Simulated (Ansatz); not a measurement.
# C2H5InO (SMILES C[C](=O)[InH2]) at HF/STO-3G

Aim: the vertical singlet–triplet gap of C2H5InO at HF/STO-3G, from 2 runs. 

The results are computed with Ansatz 0.2.0.

62 further runs of the same task are left out: 62 set aside as unsound or not needed.

### Step 1. Starting point

C2H5InO has 9 atoms, charge 0, and is taken as a singlet. As SMILES, `C[C](=O)[InH2]`. Geometry: relaxed at PBE0-D4/def2-TZVP.

Bond lengths: C1–C2 1.499 Å, C2–O3 1.209 Å, C2–In4 2.211 Å, C1–H5 1.093 Å, C1–H6 1.095 Å, C1–H7 1.095 Å, In4–H8 1.725 Å, In4–H9 1.725 Å. Some angles: C1–C2–O3 122.1°, C1–C2–In4 127.4°, O3–C2–In4 110.5°, C2–C1–H5 111.2°, C2–C1–H6 109.2°, C2–C1–H7 109.1°, C2–In4–H8 118.8°, C2–In4–H9 118.8°, H5–C1–H6 110.2°, H5–C1–H7 110.2°.

### Step 2. The energy at HF/STO-3G

Contents of run.yaml:

```yaml
crystal:
  periodic: [false, false, false]
  atoms:
    - {symbol: C, position_ang: [0.344400, 1.188000, -0.839100]}
    - {symbol: C, position_ang: [0.607000, -0.087100, -0.096200]}
    - {symbol: O, position_ang: [1.705800, -0.590300, -0.051600]}
    - {symbol: In, position_ang: [-0.847800, -1.304800, 1.038800]}
    - {symbol: H, position_ang: [1.255300, 1.565500, -1.309800]}
    - {symbol: H, position_ang: [-0.427200, 1.011100, -1.595100]}
    - {symbol: H, position_ang: [-0.058700, 1.931600, -0.144300]}
    - {symbol: H, position_ang: [-1.599800, -2.644700, 0.254600]}
    - {symbol: H, position_ang: [-0.978900, -1.069400, 2.742600]}
basis:
  gaussian:
    orbitals: STO-3G
hamiltonian:
  xc: hf
accuracy: high
output: {orbitals: {seedname: orbitals}}
```

Command:

```
$ ansatz run run.yaml --threads 1 --pin off --max-ram 3480MiB --events-out events.jsonl --progress --plain --runs-dir runs
```

The log of the run:

```text
Warning: RAYON_NUM_THREADS=1 ignored (pool sized by the plan → 1); use --threads N
Functional definition: HF
  name "HF"
  exchange = exact_x
  correlation = 0
933 factors; integrals over basis functions are off by at most 4.0e-9 eV
mean field evaluation 1: about -158757.8663 eV, gradient 3.2e1 eV
mean field evaluation 2: about -158757.9986 eV, gradient 3.2e1 eV
mean field evaluation 4: about -158761.7770 eV, gradient 2.7e0 eV
mean field evaluation 8: about -158761.8394 eV, gradient 5.6e-2 eV
mean field -158761.83938171 eV, -5834.3899846382 hartree, gradient 1.6e-8 eV, S^2 0.000000; 0 other end points of the search recorded, 0 dependent functions left out
reference -158761.83938171 eV, -5834.3899846382 hartree; 37, 37 occupied and 10, 10 virtual orbitals, 933 factors
Total energy: -158761.83938171 eV, -5834.3899846382 hartree
```

It took 0.98 s on 1 thread of Arm Neoverse V2, shared host; peak memory 0.12 GiB.

### Step 3. The triplet

Contents of input.yaml:

```yaml
crystal:
  periodic: [false, false, false]
  atoms:
    - {symbol: C, position_ang: [0.344400, 1.188000, -0.839100]}
    - {symbol: C, position_ang: [0.607000, -0.087100, -0.096200]}
    - {symbol: O, position_ang: [1.705800, -0.590300, -0.051600]}
    - {symbol: In, position_ang: [-0.847800, -1.304800, 1.038800]}
    - {symbol: H, position_ang: [1.255300, 1.565500, -1.309800]}
    - {symbol: H, position_ang: [-0.427200, 1.011100, -1.595100]}
    - {symbol: H, position_ang: [-0.058700, 1.931600, -0.144300]}
    - {symbol: H, position_ang: [-1.599800, -2.644700, 0.254600]}
    - {symbol: H, position_ang: [-0.978900, -1.069400, 2.742600]}
basis:
  gaussian:
    orbitals: STO-3G
magnetization:
  spin_polarized: true
  initial_magnetization: 2
hamiltonian:
  xc: hf
accuracy: high
output: {orbitals: {seedname: orbitals}}
```

Command:

```
$ ansatz run input.yaml --threads 1 --pin off --max-ram 3480MiB --events-out events.jsonl --progress --plain --runs-dir runs
```

The log of the run:

```text
Warning: RAYON_NUM_THREADS=1 ignored (pool sized by the plan → 1); use --threads N
[... 4 set-up lines as earlier in the session ...]
933 factors; integrals over basis functions are off by at most 4.0e-9 eV
mean field evaluation 1: about -158756.1896 eV, gradient 1.8e1 eV
mean field evaluation 2: about -158756.3600 eV, gradient 1.8e1 eV
mean field evaluation 4: about -158759.6975 eV, gradient 3.5e0 eV
mean field evaluation 8: about -158760.1418 eV, gradient 1.5e-1 eV
mean field evaluation 16: about -158760.1387 eV, gradient 2.4e-8 eV
mean field evaluation 32: about -158759.5353 eV, gradient 3.5e0 eV
mean field -158760.13869561 eV, -5834.3274855768 hartree, gradient 2.4e-8 eV, S^2 2.009779; 0 other end points of the search recorded, 0 dependent functions left out
reference -158760.13869561 eV, -5834.3274855768 hartree; 38, 36 occupied and 9, 11 virtual orbitals, 933 factors
Total energy: -158760.13869561 eV, -5834.3274855768 hartree
```

Run time: 1.9 s. Hardware: 1 thread of Arm Neoverse V2, shared host; peak memory 0.16 GiB.

### Step 4. Summary of results

Level: HF/STO-3G.

| quantity | value |
| --- | --- |
| singlet: total energy | -5834.38998 Eh |
| singlet: HOMO energy | -6.03 eV |
| singlet: LUMO energy | 5.58 eV |
| singlet: HOMO–LUMO gap | 11.61 eV |
| triplet: total energy | -5834.32749 Eh |
| triplet: HOMO energy (highest over α and β) | -4.17 eV |
| triplet: LUMO energy (lowest over α and β) | 5.15 eV |
| triplet: ⟨S²⟩ | 2.010 |
| vertical energy of the triplet above the singlet | 1.701 eV |

In words: At this shape the triplet lies 1.70 eV (164 kJ/mol) above the singlet. In a minimal basis such a difference can be off by several eV, whatever the method. Relativity is left out (singlet) although the molecule holds a heavy atom. Relativity is left out (triplet) although the molecule holds a heavy atom.
